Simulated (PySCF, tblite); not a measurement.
**C₆H₆ClF: infrared bands and NMR shifts**

Aim: predict the infrared bands and NMR shifts of C₆H₆ClF (`F[C@@H]1[C@H]2C[C@@H]3[C@H]2[C@]13Cl`).

Programs: tblite 0.8.0 and PySCF 2.14.0, with density-fitted response routines of our own. Each step states its level of theory. These are calculated values for one molecule in the gas phase, unless marked as measured. Atoms are numbered from 0 throughout.

### 1 The molecule as given

14 atoms, charge 0, multiplicity 1; geometry from: GFN2-xTB.

Bonds of the start (Å): F0–C1 1.37, C1–C2 1.54, C2–C3 1.54, C3–C4 1.52, C4–C5 1.50, C5–C6 1.50, C6–Cl7 1.73, C6–C1 1.52, C5–C2 1.56, C6–C4 1.52, C1–H8 1.09, C2–H9 1.08, C3–H10 1.09, C3–H11 1.09, C4–H12 1.08, C5–H13 1.07.

### 2 Vibrational analysis with GFN2-xTB

What the job is given:

```
{"job": {"kind": "ir", "xc": "GFN2-xTB", "basis": "xTB"}, "charge": 0, "multiplicity": 1}
F     -0.117602     2.428542     0.544247
C     -0.108999     1.307988    -0.243344
C     -0.962102     0.175134     0.355051
C     -0.817524    -0.941889    -0.687985
C      0.626076    -1.021738    -0.228141
C      0.303395    -0.364667     1.084617
C      1.074189     0.405529     0.048290
Cl     2.741551     0.872834     0.028044
H     -0.299309     1.640529    -1.268675
H     -1.908387     0.417124     0.822005
H     -1.010614    -0.673737    -1.726448
H     -1.377339    -1.836333    -0.424905
H      1.341413    -1.799461    -0.429929
H      0.514574    -0.610328     2.105007
```

**Question.** This job is followed by: GIAO PBE0/pcSseg-1 NMR shielding, non-relativistic, gas phase. What will the session give for the following? strongest single infrared mode (GFN2-xTB); zero-point energy (GFN2-xTB); ¹³C shifts against TMS (PBE0/pcSseg-1); ¹H shifts against TMS (PBE0/pcSseg-1); ¹⁹F shifts against CFCl3 (PBE0/pcSseg-1); ³⁵Cl shifts against HCl (PBE0/pcSseg-1).

**Answer**, as computed:

```
                                 quantity                                    value
strongest single infrared mode (GFN2-xTB)                     2990 cm⁻¹, 44 km/mol
             zero-point energy (GFN2-xTB)                            65.0 kcal/mol
   ¹³C shifts against TMS (PBE0/pcSseg-1)  108.0, 52.1, 46.0, 42.7, 34.4, 31.4 ppm
    ¹H shifts against TMS (PBE0/pcSseg-1)   5.44, 3.83, 2.49, 2.17, 1.90, 1.89 ppm
 ¹⁹F shifts against CFCl3 (PBE0/pcSseg-1)                               -226.3 ppm
  ³⁵Cl shifts against HCl (PBE0/pcSseg-1)                                   90 ppm
```

No mode is imaginary among the 36: a minimum at this level. The strongest single mode, at 2990 cm⁻¹, moves mainly H10. Unscaled tight-binding wavenumbers are off by several per cent, some by more. Its intensities can rank the bands wrongly. The most deshielded carbon is C1 (sp3 CH bonded to F), at 108.0 ppm: pulled downfield by the heteroatom. The most deshielded hydrogen is H8 (hydrogen on an sp3 CH bonded to F), at 5.44 ppm: its carbon carries F, which withdraws density. At PBE0/pcSseg-1: The largest span, 418 ppm, is at Cl7, where the paramagnetic term is -286 ppm.
